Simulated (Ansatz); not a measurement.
# SiSnTeSe3: the cost of one run

Program: Ansatz 0.2.0. Level of theory: DFT PBE, scalar-relativistic, plane waves, PAW. These are calculated values, not measurements.

### 1 Starting point

Symmetry: P3m1, No. 156, trigonal system. The conventional cell has a = 5.787 Å, b = 5.787 Å, c = 6.083 Å, α = 90.00°, β = 90.00°, γ = 120.00°. Si (site symmetry 3m) has 6 Se at 2.99 to 3.57 Å and 3 Sn at 3.59 Å as nearest neighbours. Sn (site symmetry 3m) has 6 Se at 3.25 Å and 3 Si at 3.59 Å as nearest neighbours. Around Te (site symmetry 3m) lie 3 Se at 2.87 Å. Around Se (site symmetry m) lie 2 Se at 2.10 Å.

Structure file:

```xyz
6
Lattice="5.7871 0.0000 0.0000 -2.8935 5.0118 0.0000 0.0000 0.0000 6.0830" Properties=species:S:1:pos:R:3 pbc="T T T"
Si    2.8935    1.6706    3.4107
Sn    0.0000    3.3412    2.0928
Te    0.0000    0.0000    4.8371
Se    3.9423    1.0651    0.6808
Se    2.8935    2.8816    0.6808
Se    1.8448    1.0651    0.6808
```

The cell is invented: random cell by space group and Wyckoff sites (P3m1, No. 156). Its size is a rough estimate.

### 2 The guess as it stands, on a coarse mesh

Input file input.yaml:

```yaml
crystal:
  lattice:
    - [5.78707139, 0.0, 0.0]
    - [-2.89353569, 5.01175083, 0.0]
    - [0.0, 0.0, 6.08299081]
  atoms:
    - { symbol: Si, position: [0.66666667, 0.33333333, 0.560701] }
    - { symbol: Sn, position: [0.33333333, 0.66666667, 0.34404408] }
    - { symbol: Te, position: [0.0, 0.0, 0.795186] }
    - { symbol: Se, position: [0.78748447, 0.21251553, 0.11191593] }
    - { symbol: Se, position: [0.78748447, 0.57496894, 0.11191593] }
    - { symbol: Se, position: [0.42503106, 0.21251553, 0.11191593] }
basis:
  ecutwfc: 420
kpoints:
  mp_grid: { grid: [3, 3, 4] }
hamiltonian:
  xc: pbe
scf:
  occupations: { method: gaussian, width: 0.1 }
  lower_state_search: "off"
output:
  forces: true
  stress: true
  eigenvalues: true
```

Launch:

```
> ansatz run input.yaml --threads 1 --pin off --max-ram 2560MiB --backend cpu --events-out ev --progress --plain --runs-dir out
```

What time and memory should one allow on 1 thread of Arm Neoverse V1, shared host?

About 9.1 s, with a peak of 0.42 GiB.
